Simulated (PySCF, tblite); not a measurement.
# C3H5F3O: a rotation path, then NMR shifts on frames

Aim: move C3H5F3O (`O[C@H](CF)C(F)F`) away from its starting geometry and see how NMR shifts follow the geometry.

The runs use tblite 0.8.0 and PySCF 2.14.0, with density-fitted response routines of our own; the level of theory stands in each step. All values are computed, except where a source is named. Atoms count from 0, in the outputs and in this text.

### 1 The starting structure

12 atoms, charge 0, multiplicity 1; geometry from: GFN2-xTB.

Bonds of the start (Å): O0–C1 1.40, C1–C2 1.53, C2–F3 1.37, C1–C4 1.53, C4–F5 1.35, C4–F6 1.35, O0–H7 0.97, C1–H8 1.10, C2–H9 1.09, C2–H10 1.09, C4–H11 1.10.

### 2 A band between two rotamers with GFN2-xTB

The job: settings as JSON, then the geometry in Å.

```
{"job": {"kind": "neb", "xc": "GFN2-xTB", "basis": "xTB", "atoms": [0, 1, 4, 5], "turn": 120}, "charge": 0, "multiplicity": 1}
O      0.648705     1.126044     1.031905
C      0.325961     0.358680    -0.095092
C     -1.186069     0.252657    -0.314004
F     -1.671299     1.498726    -0.626212
C      0.936250    -1.030793     0.116309
F      0.159750    -1.800299     0.909668
F      1.030400    -1.684183    -1.064838
H      0.144122     1.949133     0.999757
H      0.787481     0.783368    -1.002610
H     -1.691528    -0.074838     0.599144
H     -1.417788    -0.412444    -1.149887
H      1.935213    -0.966735     0.569834
```

With the program's defaults for keys left out, this is: GFN2-xTB climbing-image nudged elastic band, gas phase.

Started as:

```
$ OMP_NUM_THREADS=1 python probes_run.py task.json out
```

The driver reads the jobs from task.json and runs them one after another.

What it wrote:

```text
image   E - E0 / eV
  0       0.0000
  1       0.0044
  2       0.0134
  3       0.0245
  4       0.0347
  5       0.0421
  6       0.0459
  7       0.0463
  8       0.0408
```

It took 5.5 s on 1 thread, shared host.

The final band, with the dihedral O0–C1–C4–F5:

| image | dihedral (°) | energy (eV) | energy (kcal/mol) |
| --- | --- | --- | --- |
| 0 | 81 | 0.000 | 0.0 |
| 1 | 89 | 0.004 | 0.1 |
| 2 | 98 | 0.013 | 0.3 |
| 3 | 107 | 0.024 | 0.6 |
| 4 | 116 | 0.035 | 0.8 |
| 5 | 125 | 0.042 | 1.0 |
| 6 | 134 | 0.046 | 1.1 |
| 7 | 143 | 0.046 | 1.1 |
| 8 | 154 | 0.041 | 0.9 |

### 3 NMR shieldings: image 0, PBE0/pcSseg-1

The job: settings as JSON, then the geometry in Å.

```
{"job": {"kind": "nmr", "xc": "PBE0", "basis": "pcSseg-1", "pop": false}, "charge": 0, "multiplicity": 1}
O      0.648700     1.126000     1.031900
C      0.326000     0.358700    -0.095100
C     -1.186100     0.252700    -0.314000
F     -1.671300     1.498700    -0.626200
C      0.936200    -1.030800     0.116300
F      0.159800    -1.800300     0.909700
F      1.030400    -1.684200    -1.064800
H      0.144100     1.949100     0.999800
H      0.787500     0.783400    -1.002600
H     -1.691500    -0.074800     0.599100
H     -1.417800    -0.412400    -1.149900
H      1.935200    -0.966700     0.569800
```

With the program's defaults for keys left out, this is: GIAO PBE0/pcSseg-1 NMR shielding, non-relativistic, gas phase.

What it wrote:

```text
coarse grid: 10704 points
cycle   1  E = -491.3109958672  dE =  9.314e-01  |g| = 9.418e-01  |ddm| = 2.858e+00
cycle   2  E = -491.1529828688  dE =  1.580e-01  |g| = 1.383e+00  |ddm| = 1.411e+00
cycle   3  E = -491.4545412058  dE = -3.016e-01  |g| = 6.352e-02  |ddm| = 9.229e-01
cycle   4  E = -491.4551946332  dE = -6.534e-04  |g| = 2.878e-02  |ddm| = 6.104e-02
cycle   5  E = -491.4553592802  dE = -1.646e-04  |g| = 8.260e-03  |ddm| = 2.412e-02
cycle   6  E = -491.4553698271  dE = -1.055e-05  |g| = 2.164e-03  |ddm| = 5.269e-03
cycle   7  E = -491.4553705043  dE = -6.772e-07  |g| = 4.460e-04  |ddm| = 1.595e-03
final grid: 106504 points
cycle   8  E = -491.5264579587  dE = -4.179e-05  |g| = 9.580e-03  |ddm| = 2.092e-02
cycle   9  E = -491.5264419285  dE =  1.603e-05  |g| = 1.380e-02  |ddm| = 1.468e-02
cycle  10  E = -491.5264755663  dE = -3.364e-05  |g| = 8.772e-04  |ddm| = 8.277e-03
cycle  11  E = -491.5264757018  dE = -1.355e-07  |g| = 1.982e-04  |ddm| = 7.981e-04
cycle  12  E = -491.5264757081  dE = -6.301e-09  |g| = 5.771e-05  |ddm| = 1.566e-04
cycle  13  E = -491.5264757085  dE = -4.159e-10  |g| = 2.039e-05  |ddm| = 4.523e-05
converged SCF energy = -491.5264757085

GIAO shielding tensors (ppm)
atom      isotropic    diamagn.    paramagn.     s11        s22        s33       span
  0 O      298.553     388.483     -89.930    274.417    302.393    318.851     44.434
  1 C      108.931     245.618    -136.687     99.236    103.543    124.014     24.778
  2 C       99.433     243.284    -143.852     68.764     82.160    147.374     78.611
  3 F      446.080     471.223     -25.143    407.110    449.704    481.426     74.317
  4 C       64.536     238.064    -173.528     51.755     66.129     75.726     23.971
  5 F      329.417     473.314    -143.897    230.974    348.612    408.665    177.691
  6 F      318.877     472.109    -153.232    209.433    332.245    414.953    205.520
  7 H       29.665      31.330      -1.665     20.023     27.490     41.482     21.460
  8 H       27.336      29.997      -2.660     23.829     26.757     31.424      7.595
  9 H       26.724      28.768      -2.044     21.875     27.327     30.971      9.096
 10 H       26.637      28.731      -2.094     22.084     28.194     29.634      7.550
 11 H       25.430      27.081      -1.651     23.308     24.476     28.505      5.197
```

Run time: 34 s. Hardware: 1 thread, shared host.

Shifts follow as δ = σ(reference) − σ, with reference shieldings (ppm) from runs at the same level and on the same kind of geometry: ¹H TMS 31.72, ¹³C TMS 186.9, ¹⁹F CFCl3 170.9, ¹⁷O H2O 336.1. The references are single molecules in the gas phase, so shifts against H2O, NH3, PH3, H3PO4 or CFCl3 are not on the usual liquid scales and can be off by tens of ppm. Each atom is listed at this fixed geometry, with no averaging over motion; a spectrum would average atoms that exchange fast.

| atoms | environment | σ (ppm) | δ (ppm) |
| --- | --- | --- | --- |
| C4 | sp3 CH bonded to 2 F | 64.5 | 122.4 |
| C2 | sp3 CH2 bonded to F | 99.4 | 87.5 |
| C1 | sp3 CH bonded to O | 108.9 | 78.0 |
| H11 | hydrogen on an sp3 CH bonded to 2 F | 25.43 | 6.29 |
| H10 | hydrogen on an sp3 CH2 bonded to F | 26.64 | 5.08 |
| H9 | hydrogen on an sp3 CH2 bonded to F | 26.72 | 4.99 |
| H8 | hydrogen on an sp3 CH bonded to O | 27.34 | 4.38 |
| H7 | hydrogen on an alcohol oxygen | 29.66 | 2.05 |
| O0 | alcohol oxygen | 298.6 | 37.5 |
| F6 | fluorine of a CF2 group | 318.9 | -147.9 |
| F5 | fluorine of a CF2 group | 329.4 | -158.5 |
| F3 | fluorine on an sp3 carbon | 446.1 | -275.1 |

### 4 Nuclear shieldings: image 3, PBE0/pcSseg-1

The job: settings as JSON, then the geometry in Å.

```
{"job": {"kind": "nmr", "xc": "PBE0", "basis": "pcSseg-1", "pop": false}, "charge": 0, "multiplicity": 1}
O      0.734400     1.161800     0.923100
C      0.312700     0.347400    -0.138900
C     -1.213100     0.255500    -0.227600
F     -1.712300     1.485400    -0.575400
C      0.923800    -1.040600     0.105700
F     -0.003800    -1.938400     0.514700
F      1.450200    -1.546300    -1.030800
H      0.259400     2.001500     0.883900
H      0.700100     0.726500    -1.098800
H     -1.641600    -0.009100     0.743400
H     -1.517600    -0.457700    -0.997200
H      1.709000    -0.986700     0.871900
```

With the program's defaults for keys left out, this is: GIAO PBE0/pcSseg-1 NMR shielding, non-relativistic, gas phase.

What it wrote:

```text
coarse grid: 10704 points
cycle   1  E = -491.3080738171  dE =  9.318e-01  |g| = 9.443e-01  |ddm| = 2.858e+00
cycle   2  E = -491.1469306918  dE =  1.611e-01  |g| = 1.391e+00  |ddm| = 1.413e+00
cycle   3  E = -491.4523476475  dE = -3.054e-01  |g| = 6.351e-02  |ddm| = 9.230e-01
cycle   4  E = -491.4530145696  dE = -6.669e-04  |g| = 2.788e-02  |ddm| = 6.109e-02
cycle   5  E = -491.4531750958  dE = -1.605e-04  |g| = 7.867e-03  |ddm| = 2.381e-02
cycle   6  E = -491.4531854095  dE = -1.031e-05  |g| = 1.979e-03  |ddm| = 4.938e-03
cycle   7  E = -491.4531859470  dE = -5.375e-07  |g| = 4.541e-04  |ddm| = 1.445e-03
final grid: 106504 points
cycle   8  E = -491.5238459061  dE = -4.231e-05  |g| = 9.358e-03  |ddm| = 2.191e-02
cycle   9  E = -491.5238304820  dE =  1.542e-05  |g| = 1.348e-02  |ddm| = 1.424e-02
cycle  10  E = -491.5238627426  dE = -3.226e-05  |g| = 8.712e-04  |ddm| = 8.093e-03
cycle  11  E = -491.5238628764  dE = -1.338e-07  |g| = 1.927e-04  |ddm| = 7.948e-04
cycle  12  E = -491.5238628826  dE = -6.195e-09  |g| = 5.396e-05  |ddm| = 1.554e-04
cycle  13  E = -491.5238628830  dE = -3.636e-10  |g| = 1.943e-05  |ddm| = 4.269e-05
converged SCF energy = -491.5238628830

GIAO shielding tensors (ppm)
atom      isotropic    diamagn.    paramagn.     s11        s22        s33       span
  0 O      294.549     388.592     -94.044    262.852    298.166    322.629     59.777
  1 C      107.110     246.319    -139.209     99.283    102.851    119.195     19.913
  2 C       98.686     243.322    -144.636     68.233     81.806    146.018     77.786
  3 F      442.344     471.133     -28.789    403.276    447.938    475.819     72.543
  4 C       61.152     237.517    -176.366     51.078     63.906     68.471     17.394
  5 F      329.739     473.096    -143.357    234.125    346.569    408.522    174.397
  6 F      305.920     471.120    -165.200    195.948    326.770    395.042    199.094
  7 H       29.793      31.395      -1.602     20.209     27.467     41.702     21.493
  8 H       27.205      30.021      -2.816     24.151     26.318     31.147      6.996
  9 H       26.878      28.862      -1.983     22.282     27.381     30.973      8.691
 10 H       26.676      28.898      -2.222     22.036     28.216     29.777      7.741
 11 H       25.509      27.215      -1.706     23.779     24.871     27.876      4.098
```

Wall time 32 s (1 thread, shared host).

Key values: δ C4 125.8, C2 88.2, C1 79.8, O0 41.5, H11 6.21, H10 5.04 ppm.

### 5 Shielding tensors: image 7, PBE0/pcSseg-1

The job: settings as JSON, then the geometry in Å.

```
{"job": {"kind": "nmr", "xc": "PBE0", "basis": "pcSseg-1", "pop": false}, "charge": 0, "multiplicity": 1}
O      0.836300     1.196800     0.752200
C      0.289000     0.320900    -0.198300
C     -1.239000     0.264600    -0.103600
F     -1.745600     1.483800    -0.478300
C      0.901700    -1.057100     0.094400
F      0.010400    -2.060100    -0.097500
F      1.932500    -1.314800    -0.735600
H      0.393300     2.052200     0.684000
H      0.567300     0.624100    -1.220100
H     -1.557800     0.083300     0.927300
H     -1.651200    -0.486400    -0.780500
H      1.264400    -1.108100     1.130000
```

With the program's defaults for keys left out, this is: GIAO PBE0/pcSseg-1 NMR shielding, non-relativistic, gas phase.

What it wrote:

```text
coarse grid: 10704 points
cycle   1  E = -491.3076001094  dE =  9.324e-01  |g| = 9.439e-01  |ddm| = 2.860e+00
cycle   2  E = -491.1454667393  dE =  1.621e-01  |g| = 1.393e+00  |ddm| = 1.398e+00
cycle   3  E = -491.4518295692  dE = -3.064e-01  |g| = 6.531e-02  |ddm| = 9.073e-01
cycle   4  E = -491.4525225926  dE = -6.930e-04  |g| = 2.990e-02  |ddm| = 6.298e-02
cycle   5  E = -491.4526988858  dE = -1.763e-04  |g| = 8.747e-03  |ddm| = 2.474e-02
cycle   6  E = -491.4527103442  dE = -1.146e-05  |g| = 2.397e-03  |ddm| = 5.583e-03
cycle   7  E = -491.4527111912  dE = -8.470e-07  |g| = 4.589e-04  |ddm| = 1.745e-03
final grid: 106504 points
cycle   8  E = -491.5233367831  dE = -4.361e-05  |g| = 9.359e-03  |ddm| = 2.229e-02
cycle   9  E = -491.5233213861  dE =  1.540e-05  |g| = 1.345e-02  |ddm| = 1.388e-02
cycle  10  E = -491.5233536277  dE = -3.224e-05  |g| = 8.908e-04  |ddm| = 7.986e-03
cycle  11  E = -491.5233537659  dE = -1.382e-07  |g| = 1.978e-04  |ddm| = 8.072e-04
cycle  12  E = -491.5233537721  dE = -6.236e-09  |g| = 6.544e-05  |ddm| = 1.567e-04
cycle  13  E = -491.5233537726  dE = -5.534e-10  |g| = 2.061e-05  |ddm| = 4.954e-05
converged SCF energy = -491.5233537726

GIAO shielding tensors (ppm)
atom      isotropic    diamagn.    paramagn.     s11        s22        s33       span
  0 O      294.762     388.535     -93.773    262.247    307.943    314.097     51.850
  1 C      106.946     246.582    -139.636     98.696    104.872    117.269     18.573
  2 C       98.584     243.888    -145.304     68.600     82.642    144.509     75.908
  3 F      442.160     471.233     -29.074    399.008    444.843    482.628     83.620
  4 C       61.300     238.339    -177.039     49.641     65.301     68.959     19.318
  5 F      324.399     472.554    -148.155    224.768    339.861    408.567    183.798
  6 F      302.712     470.466    -167.755    207.405    332.418    368.312    160.908
  7 H       29.685      31.357      -1.672     20.259     27.132     41.666     21.407
  8 H       27.125      29.907      -2.782     25.175     25.599     30.601      5.426
  9 H       27.030      28.963      -1.933     22.810     27.571     30.710      7.900
 10 H       26.674      29.140      -2.466     21.695     28.068     30.260      8.565
 11 H       25.659      27.411      -1.752     24.408     24.907     27.662      3.254
```

Wall time 31 s (1 thread, shared host).

In short: δ C4 125.6, C2 88.3, C1 80.0, O0 41.3, H11 6.06, H10 5.04 ppm.

### 6 Nuclear shieldings: image 8, PBE0/pcSseg-1

The job: settings as JSON, then the geometry in Å.

```
{"job": {"kind": "nmr", "xc": "PBE0", "basis": "pcSseg-1", "pop": false}, "charge": 0, "multiplicity": 1}
O      0.848700     1.209600     0.695200
C      0.277500     0.306300    -0.212600
C     -1.249200     0.262900    -0.068800
F     -1.742300     1.506700    -0.375700
C      0.895800    -1.061400     0.102300
F      0.073900    -2.074600    -0.263200
F      2.037400    -1.239300    -0.591600
H      0.448900     2.078700     0.560700
H      0.531100     0.575100    -1.250300
H     -1.539500     0.046700     0.963700
H     -1.703500    -0.451200    -0.759200
H      1.122500    -1.160100     1.173500
```

Level: GIAO PBE0/pcSseg-1 NMR shielding, non-relativistic, gas phase.

What it wrote:

```text
coarse grid: 10704 points
cycle   1  E = -491.3086896239  dE =  9.318e-01  |g| = 9.414e-01  |ddm| = 2.861e+00
cycle   2  E = -491.1480053895  dE =  1.607e-01  |g| = 1.388e+00  |ddm| = 1.393e+00
cycle   3  E = -491.4521925964  dE = -3.042e-01  |g| = 6.595e-02  |ddm| = 9.038e-01
cycle   4  E = -491.4528910337  dE = -6.984e-04  |g| = 3.077e-02  |ddm| = 6.368e-02
cycle   5  E = -491.4530736727  dE = -1.826e-04  |g| = 9.018e-03  |ddm| = 2.514e-02
cycle   6  E = -491.4530854679  dE = -1.180e-05  |g| = 2.470e-03  |ddm| = 5.766e-03
cycle   7  E = -491.4530863972  dE = -9.292e-07  |g| = 4.512e-04  |ddm| = 1.802e-03
final grid: 106504 points
cycle   8  E = -491.5247910565  dE = -4.604e-05  |g| = 9.507e-03  |ddm| = 2.167e-02
cycle   9  E = -491.5247748868  dE =  1.617e-05  |g| = 1.376e-02  |ddm| = 1.400e-02
cycle  10  E = -491.5248082166  dE = -3.333e-05  |g| = 8.391e-04  |ddm| = 8.068e-03
cycle  11  E = -491.5248083399  dE = -1.232e-07  |g| = 2.193e-04  |ddm| = 7.916e-04
cycle  12  E = -491.5248083476  dE = -7.701e-09  |g| = 6.961e-05  |ddm| = 1.701e-04
cycle  13  E = -491.5248083482  dE = -6.219e-10  |g| = 2.149e-05  |ddm| = 5.147e-05
converged SCF energy = -491.5248083482

GIAO shielding tensors (ppm)
atom      isotropic    diamagn.    paramagn.     s11        s22        s33       span
  0 O      298.300     388.404     -90.104    264.648    313.068    317.183     52.536
  1 C      108.043     246.357    -138.314     97.119    106.870    120.139     23.020
  2 C       99.158     243.845    -144.687     69.037     82.666    145.770     76.733
  3 F      443.423     471.248     -27.825    402.225    447.264    480.781     78.556
  4 C       62.659     238.762    -176.103     49.442     66.370     72.166     22.723
  5 F      325.101     472.457    -147.356    223.909    340.736    410.659    186.750
  6 F      304.984     470.387    -165.404    211.889    334.631    368.430    156.541
  7 H       29.578      31.302      -1.724     20.068     26.941     41.725     21.657
  8 H       27.199      29.908      -2.710     25.257     25.573     30.766      5.509
  9 H       27.046      28.886      -1.840     22.738     27.567     30.832      8.094
 10 H       26.735      29.099      -2.364     21.889     28.179     30.136      8.247
 11 H       25.708      27.456      -1.748     24.524     24.790     27.810      3.286
```

Run time: 31 s. Hardware: 1 thread, shared host.

Key values: δ C4 124.3, C2 87.8, C1 78.9, O0 37.8, H11 6.01, H10 4.98 ppm.

### 7 Run by run: NMR shifts

Shifts (ppm) of some atoms, chosen among heavy atoms and hydrogens apart, with basis size and wall time:

| frame | C4 | H11 | H9 | O0 | F6 | F5 | F3 | functions | time |
| --- | --- | --- | --- | --- | --- | --- | --- | --- | --- |
| image 0 | 122.4 | 6.29 | 4.99 | 37.5 | -147.9 | -158.5 | -275.1 | 144 | 34 s |
| image 3 | 125.8 | 6.21 | 4.84 | 41.5 | -135.0 | -158.8 | -271.4 | 144 | 32 s |
| image 7 | 125.6 | 6.06 | 4.69 | 41.3 | -131.8 | -153.5 | -271.2 | 144 | 31 s |
| image 8 | 124.3 | 6.01 | 4.67 | 37.8 | -134.0 | -154.2 | -272.5 | 144 | 31 s |

### 8 What came out

| quantity | value |
| --- | --- |
| barrier | 0.046 eV (1.1 kcal/mol) at image 7 |
| end to end (GFN2-xTB) | 0.041 eV |
| ¹³C shifts against TMS (PBE0/pcSseg-1, image 0) | 122.4, 87.5, 78.0 ppm |
| ¹H shifts against TMS (PBE0/pcSseg-1, image 0) | 6.29, 5.08, 4.99, 4.38, 2.05 ppm |
| ¹⁷O shifts against H2O (PBE0/pcSseg-1, image 0) | 37.5 ppm |
| ¹⁹F shifts against CFCl3 (PBE0/pcSseg-1, image 0) | -147.9, -158.5, -275.1 ppm |
| range of the shift of F6 | -147.9 to -131.8 ppm |

In words: Along the band the dihedral turns by 73°, and the top (dihedral 143°) lies 1.1 kcal/mol above the start (GFN2-xTB, rough), so at room temperature this motion is fast. Ends this close can change order at a higher level. The top was not checked by a frequency run. Shifts at one fixed geometry are not the observed spectrum, which averages over the motion. In the first frame run (image 0): The widest tensor belongs to F6: span 206 ppm, with a paramagnetic part of -153 ppm. Across the 4 runs the shift of F6 moves most, between -147.9 (image 0) and -131.8 ppm (image 7).
